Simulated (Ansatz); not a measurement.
Relaxation of a periodic cell of 15 atoms, TiAl$_{6}$N$_{8}$ (host AlN, host structure P6_3mc, dopant Ti, one Al atom removed), cell charge -1, to a largest force component of 0.03 eV/Å in at most 60 steps.

Computed with Ansatz, DFT PBE-D3(BJ), scalar-relativistic, plane waves, PAW. Settings: PAW set soft_1, cutoff 420 eV, k mesh 2x2x2, gaussian smearing 0.05 eV, spin collinear.

```xyz
15
Lattice="-3.0810 -5.3364 0.0000 4.6215 -2.6682 0.0000 0.0000 0.0000 5.0310" Properties=species:S:1:pos:R:3
Al 0.000 -3.558 0.000
Al 1.540 -4.447 2.515
N 0.000 -3.558 1.922
N 1.540 -4.447 4.437
Al 3.081 -3.558 0.000
Ti 1.540 -0.889 0.000
N 3.081 -3.558 1.922
N 0.000 -1.779 4.437
Al 3.081 -1.779 2.515
N 1.540 -0.889 1.922
N 3.081 -1.779 4.437
Al 1.540 -6.226 0.000
Al -1.540 -4.447 2.515
N 1.540 -6.226 1.922
N -1.540 -4.447 4.437
```

Problem. Where does it end, and by what steps?

Solution. The forces met the threshold. Limits of this set-up: coarse k mesh, charged cell in a uniform background, uncorrected. After 4 steps the energy has fallen by 0.889 eV; N3 moved furthest, 0.23 Å.

```json
{"step": "0", "energy less start (eV)": "0.0000", "largest force component (eV/Å)": "2.119", "accepted": "yes"}
{"step": "1", "energy less start (eV)": "-0.6216", "largest force component (eV/Å)": "0.903", "accepted": "yes"}
{"step": "2", "energy less start (eV)": "-0.8833", "largest force component (eV/Å)": "0.185", "accepted": "yes"}
{"step": "3", "energy less start (eV)": "-0.8890", "largest force component (eV/Å)": "0.046", "accepted": "yes"}
{"step": "4", "energy less start (eV)": "-0.8895", "largest force component (eV/Å)": "0.020", "accepted": "yes"}
```

```xyz
15
Lattice="-3.0810 -5.3364 0.0000 4.6215 -2.6682 0.0000 0.0000 0.0000 5.0310" Properties=species:S:1:pos:R:3
Al 0.017 -3.559 0.030
Al 1.555 -4.439 2.515
N -0.022 -3.781 1.855
N 1.533 -4.460 4.401
Al 3.075 -3.587 0.034
Ti 1.535 -0.901 0.025
N 2.903 -3.463 1.839
N 0.000 -1.794 4.608
Al 3.097 -1.808 2.497
N 1.697 -0.763 1.881
N 3.136 -1.804 4.395
Al 1.535 -6.198 0.033
Al -1.568 -4.403 2.546
N 1.556 -6.235 1.909
N -1.561 -4.392 4.416
```

Whether the end is a true minimum wasn't checked by a vibrational analysis.

The run took 48 s on 1 thread of Arm Neoverse V2, with other jobs on the host, peak memory 0.48 GiB.
